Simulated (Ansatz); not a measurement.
# Lu: the crystal squeezed far

Aim: compress Lu (dhcp type) step by step, far beyond the usual range, and follow pressure and electronic structure. The runs shown use PAW. Its runs: cell relaxed at zero pressure (PAW); volume scaled by 1 (PAW); shape and atoms relaxed at 0.8 of the volume (PAW); volume scaled by 0.8 (PAW); shape and atoms relaxed at 0.6 of the volume (PAW); volume scaled by 0.6 (PAW); shape and atoms relaxed at 0.5 of the volume (PAW); volume scaled by 0.5 (PAW); shape and atoms relaxed at 0.4 of the volume (PAW); volume scaled by 0.4 (PAW and PAW (source ansatz)).

Program: Ansatz 0.2.0. Level of theory: DFT PBE, with the methods named in each step. These are calculated values, not measurements.

3 further runs of the same task are left out: 3 that didn't finish.

## Step 1: The system as given

Symmetry: P6_3/mmc, No. 194, hexagonal system. Conventional cell: a = 3.461 Å, b = 3.461 Å, c = 11.248 Å, α = 90.00°, β = 90.00°, γ = 120.00°. Lu (site symmetry -3m) has 12 Lu at 3.45 to 3.46 Å as nearest neighbours. Lu (site symmetry -6m2) has 12 Lu at 3.45 to 3.46 Å as nearest neighbours.

As a file:

```
Lu
1.0
     3.46098    0.00000    0.00000
    -1.73049    2.99730    0.00000
     0.00000    0.00000   11.24819
Lu
4
Direct
  0.00000 0.00000 0.00000
  0.00000 0.00000 0.50000
  0.33333 0.66667 0.25000
  0.66667 0.33333 0.75000
```

Whether this phase is the stable one at these pressures isn't tested.

Atoms are numbered in the order of the input: Lu1, Lu2, Lu3, Lu4.

## Step 2: Cell relaxed at zero pressure, PAW

The input, input.yaml:

```yaml
crystal:
  lattice:
    - [3.4609801248, 0.0, 0.0]
    - [-1.7304900624, 2.9972967101, 0.0]
    - [0.0, 0.0, 11.2481854057]
  atoms:
    - { symbol: Lu, position: [0.0, 0.0, 0.0] }
    - { symbol: Lu, position: [0.0, 0.0, 0.5] }
    - { symbol: Lu, position: [0.3333333333, 0.6666666667, 0.25] }
    - { symbol: Lu, position: [0.6666666667, 0.3333333333, 0.75] }
kpoints:
  mp_grid: { grid: [10, 10, 3] }
scf:
  occupations: { method: fermi_dirac, width: 0.1 }
hamiltonian:
  xc: pbe
  pseudopotentials: { kind: paw }
output:
  forces: true
  stress: true
relax:
  f_tol: 0.005
  max_steps: 40
  cell: {}
```

The run is started by

```
ansatz run input.yaml --threads 1 --pin off --max-ram 3072MiB --backend cpu --events-out ev --progress --plain --runs-dir out
```

The runs that follow: Volume scaled by 1, PAW; Shape and atoms relaxed at 0.8 of the volume, PAW; Volume scaled by 0.8, PAW; Shape and atoms relaxed at 0.6 of the volume, PAW; Volume scaled by 0.6, PAW; Shape and atoms relaxed at 0.5 of the volume, PAW; Volume scaled by 0.5, PAW; Shape and atoms relaxed at 0.4 of the volume, PAW; Volume scaled by 0.4, PAW; Volume scaled by 0.4, PAW (source ansatz).

Q: Predict the outcome of this session. Wanted: PAW pressure at 0.4 of the volume; fitted bulk modulus at zero pressure.

**Answer**, as computed:

| quantity | value |
| --- | --- |
| PAW pressure at 0.4 of the volume | 203.2 GPa |
| fitted bulk modulus at zero pressure (PAW) | 38 GPa |
| its pressure derivative | 3.84 |

By PAW the pressure climbs to 203 GPa at 0.4 of the first volume. A third-order Birch-Murnaghan curve fits the range only roughly (B₀ = 38 GPa, B′ = 3.84, misfit at most 0.77 GPa). A fit over so wide a range leans to the high pressures, so B₀ can be off by several per cent. No all-electron run checks these rows here, and frozen cores can fail under such compression. The ions are at rest, and the electrons smeared by 0.1 eV. Spin-orbit coupling is left out, though the cell holds Lu; in elements this heavy it can shift bands and gaps by tenths of an eV.
